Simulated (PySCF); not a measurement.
# CaCl+: from the state search to spectroscopic constants

One table from this session's results is given with a row withheld; the runs are named, their logs left out.

Method: Ca def2-SVP, Cl def2-SVP, no relativity; program: PySCF 2.14.0.

Set-up of the first run:

The job is set up so:

```
atoms                         : Ca, Cl
charge                        : 1
basis                         : Ca def2-SVP, Cl def2-SVP
Hamiltonian                   : no relativity
basis functions               : 42
electrons treated             : 36
masses in u                   : 39.9626, 34.9689
levels                        : PBE0, PBE, r²SCAN, B2PLYP, M06-L, r²SCANh, HF, MP2, SCS-MP2, CCSD, CCSD(T)
grid                          : 80 radial by 434 angular points
occupations                   : held fixed by the projection of orbital angular momentum
dissociation limit            : Ca+ + Cl, each in its ground configuration
starting distance in angstrom : 2.660
values of 2S to try           : 0, 2
```

The run is started by

```
$ OMP_NUM_THREADS=1 python dia.py task.json out
```

Steps of the session up to this table: Input; The PBE0 curve of the state that the search chose; Higher solutions at PBE0; PBE; r²SCAN (meta-GGA); B2PLYP (double hybrid); M06-L; r²SCANh (hybrid meta-GGA); RHF; Adding correlation.

One of the session's tables, all rows but one given; the rest of the session is left out.

It belongs to the step «Constants by level of theory». Differences from CCSD(T) in the same basis:

| level | Re (mÅ) | ωe (%) |
| --- | --- | --- |
| RHF | +13 | +1.0 |
| RHF-MP2 | -5 | +1.0 |
| RHF-SCS-MP2 | -1 | +0.6 |
| RHF-CCSD | 0 | +0.4 |
| PBE | -49 | +3.9 |
| r²SCAN | ? | ? |
| M06-L | -42 | +5.8 |
| r²SCANh | -43 | +5.3 |
| PBE0 | -49 | +5.4 |
| B2PLYP | -28 | +3.3 |

Estimate the missing values for r²SCAN.

**Answer.** Re (mÅ): -43; ωe (%): +5.0.
